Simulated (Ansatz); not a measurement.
# AlAsH2+ (quartet): wave-function methods side by side, cc-pVDZ

An exercise on one series of results from a longer session: the logs are not shown, and one member is left open.

Computed with Ansatz 0.2.0, Gaussian basis. Level: cc-pVDZ, core rule «outside noble gas», up to 19 orbitals frozen.

Plan: UHF; CCSD(T) on ROHF; CCSD(T) on UHF; BCCD(T) on ROHF; CISD; CCSDT(Q) on ROHF; CCSDT(Q) on UHF; CCSDTQ on ROHF.

12 further runs of the same task are left out: 9 for a known fault of the program, 3 set aside as unsound or not needed.

### What is computed

The geometry is a PBE0/def2-TZVP stationary point (not a proven minimum) of the parent state, kept for this charge and spin. No spin-orbit coupling is included. The filled d shell of As may be among the frozen orbitals whatever the setting's name suggests; the logs give the count.

4 atoms, charge 1, spin multiplicity 4.

Atoms are counted from 1 here; the program's logs count them from 0.

Bond lengths: Al1–As2 2.435 Å, Al1–H3 1.589 Å, Al1–H4 1.589 Å. Angles: As2–Al1–H3 120.0°, As2–Al1–H4 120.0°, H3–Al1–H4 120.0°.

Set-up of the first run:

Contents of in.yaml:

```yaml
crystal:
  periodic: [false, false, false]
  atoms:
    - {symbol: Al, position_ang: [0.000000, 0.000000, 1.740252]}
    - {symbol: As, position_ang: [0.000000, 0.000000, -0.694906]}
    - {symbol: H, position_ang: [0.000000, 1.375836, 2.534270]}
    - {symbol: H, position_ang: [0.000000, -1.375836, 2.534270]}
basis:
  gaussian: {orbitals: cc-pVDZ}
total_charge: 1
magnetization: {spin_polarized: true, initial_magnetization: 3}
hamiltonian: {xc: hf}
output: {orbitals: {seedname: orbitals}}
```

Launch:

```bash
ansatz run in.yaml --threads 1 --pin off --events-out ev --progress --plain --max-ram 3968MiB --backend cpu
```

Steps of the session up to this table: UHF; CCSD(T) on ROHF; CCSD(T) on UHF; BCCD(T) on ROHF; CISD; CCSDT(Q) on ROHF; CCSDT(Q) on UHF; CCSDTQ on ROHF.

One table of the session follows, with a row left open; its other results are not shown here.

```
   method  from RCCSDTQ (meV)
     ROHF             +4089.0
      UHF             +4043.5
     RMP2              +999.1
     UMP2              +980.7
     CISD              +323.3
    RCCSD              +107.6
    UCCSD               +91.0
 RCCSD(T)               +27.7
 UCCSD(T)               +11.6
  BCCD(T)               +27.2
   RCCSDT                +4.6
   UCCSDT               -11.4
RCCSDT(Q)                   ?
UCCSDT(Q)               -15.2
  RCCSDTQ                   0
```

Q: Estimate the row for RCCSDT(Q) from the others.

**Answer.** from RCCSDTQ (meV): +0.9. In the column «from RCCSDTQ (meV)» it lies between RCCSDTQ (0) and RCCSDT (+4.6).

To keep in mind: Restricted and unrestricted rows rest on different reference determinants; where their highest levels disagree by more than a few hundredths of an eV, they describe different states and don't form one ladder.
